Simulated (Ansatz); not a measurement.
Run this with the Ansatz DFT code, driven from Python and show what comes out.

Script `tae.py`:
```python
'''Atomisation energy of H3IOSi at the given geometry.'''

from collections import Counter

import ansatz
from ase import Atoms


def single_point(molecule, charge=0, unpaired=0):
    calc = (
        molecule.calculation()
        .basis(gaussian='def2-SVPD')
        .functional('pbe0', dispersion='d4')
    )
    if charge:
        calc = calc.charge(charge)
    if unpaired:
        calc = calc.spin('collinear', total=unpaired)
    report = calc.run().report
    if report['published_state_doubts']:
        print('  doubts:', report['published_state_doubts'])
    return report['free_energy_ev']

atoms = Atoms(['O', 'Si', 'I', 'H', 'H', 'H'], positions=[
    (-1.307, -0.1779, -0.0377),
    (0.2122, 0.2914, 0.2587),
    (1.5961, -1.1369, -1.136),
    (-1.3961, -0.8361, -0.6996),
    (0.4231, 1.7073, -0.1227),
    (0.5138, 0.0882, 1.6913),
])
h3iosi = ansatz.Crystal.molecule_from_ase(atoms)

# Hund ground states
unpaired = {'O': 2, 'Si': 2, 'I': 1, 'H': 1}
counts = Counter(site.symbol for site in h3iosi.cartesian_sites)
atom_energy = {s: single_point(ansatz.Crystal.molecule().atom(s, (0, 0, 0)), 0, unpaired[s]) for s in counts}
whole = single_point(h3iosi, 0, 0)
for s, e in atom_energy.items():
    print(f'{s:2s} x{counts[s]}  {e:14.5f} eV')
print(f'H3IOSi: {whole:.5f} eV')
split = sum(counts[s] * e for s, e in atom_energy.items()) - whole
print(f'atomisation energy (no zero-point term): {23.060548 * split:.1f} kcal/mol, {split / sum(counts.values()):.3f} eV an atom')
```

Running `python tae.py` prints:
```text
O  x1     -2039.00188 eV
Si x1     -7868.24738 eV
I  x1     -8100.43446 eV
H  x3       -13.61361 eV
H3IOSi: -18067.42165 eV
atomisation energy (no zero-point term): 435.8 kcal/mol, 3.150 eV an atom
```

435.8 kcal/mol from the electronic energies, without the zero-point term.

What to keep in mind:
- Total energies depend on the basis set; only differences at equal settings carry meaning.
- The geometry is a force-field or estimated start, not a minimum of this method, and the basis set is short of its limit. All parts are taken at fixed geometry, without zero-point energy.
- def2 sets replace the cores of elements past krypton by effective core potentials.
- The spin-orbit lowering of heavy atoms is left out.
- It ran for 5.8 s on 1 thread of Arm Neoverse V1, on a shared host, peak memory 0.28 GiB.
